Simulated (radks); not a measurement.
# Nuclear size and the levels of V⁺

Aim: how the total energy, the levels and the density at the nucleus of V⁺ respond when the nuclear radius is scaled.

Program: radks (a radial shooting solver on a logarithmic mesh, Libxc functionals) version 1. Level of theory: Dirac Kohn-Sham, BLYP, spin-unpolarised, spherical densities, finite nucleus; open shells are shared between the two j in proportion to 2j + 1. These are calculated values, not measurements, unless marked.

### 1 The system

* element: vanadium (Z = 23)
* charge: +1
* electrons: 22
* configuration: [Ar] 3d4
* nuclear rms radius: 3.6002 fm

Outer shells as boxes (Hund's rule):

V⁺
```
[Ar] core
3d [↑ ][↑ ][↑ ][↑ ][  ]
```

### 2 rms radius 3.6002 fm

Settings of this run:

```text
Z 23
configuration [Ar] 3d4 4s0 4p0
relativity Dirac
functional b88,lyp
spin unpolarised
j_filling average
nucleus finite rms 3.6002 fm
c 137.035999084
```

### 3 rms radius 3.0926 fm

Changes since step 2:

```diff
@@ -6,3 +6,3 @@
 j_filling average
-nucleus finite rms 3.6002 fm
+nucleus finite rms 3.0926 fm
 c 137.035999084
```

### 4 rms radius 3.2546 fm

Changes since step 3:

```diff
@@ -6,3 +6,3 @@
 j_filling average
-nucleus finite rms 3.0926 fm
+nucleus finite rms 3.2546 fm
 c 137.035999084
```

### 5 rms radius 3.8126 fm

Changes since step 4:

```diff
@@ -6,3 +6,3 @@
 j_filling average
-nucleus finite rms 3.2546 fm
+nucleus finite rms 3.8126 fm
 c 137.035999084
```

### 6 rms radius 4.2086 fm

Changes since step 5:

```diff
@@ -6,3 +6,3 @@
 j_filling average
-nucleus finite rms 3.8126 fm
+nucleus finite rms 4.2086 fm
 c 137.035999084
```

Before running it: what results should come out? Wanted: for each run, rms radius; total energy shift; density at nucleus; 1s1/2 shift; 2s1/2 shift; 2p1/2 shift; 3s1/2 shift.

**Answer**, as computed:

| rms radius (fm) | total energy shift (eV) | density at nucleus (e/bohr³) | 1s1/2 shift (meV) | 2s1/2 shift (meV) | 2p1/2 shift (meV) | 3s1/2 shift (meV) |
| --- | --- | --- | --- | --- | --- | --- |
| 3.0926 | -0.0156 | 9935 | -6.63 | -0.570 | 0.0649 | -0.0804 |
| 3.2546 | -0.0109 | 9918 | -4.62 | -0.397 | 0.0452 | -0.0560 |
| 3.6002 | 0 | 9884 | 0 | 0 | 0 | 0 |
| 3.8126 | 0.00723 | 9865 | 3.06 | 0.263 | -0.0300 | 0.0372 |
| 4.2086 | 0.0218 | 9833 | 9.22 | 0.794 | -0.0902 | 0.112 |

In words: Shifts are against the first run. Over the range the 1s1/2 level moves by 0.0159 eV and the 3s1/2 level by 0.192 meV. A larger nucleus binds the 1s electrons less and lowers the density at its centre. These are shifts of eigenvalues, not the field shifts of spectral lines.
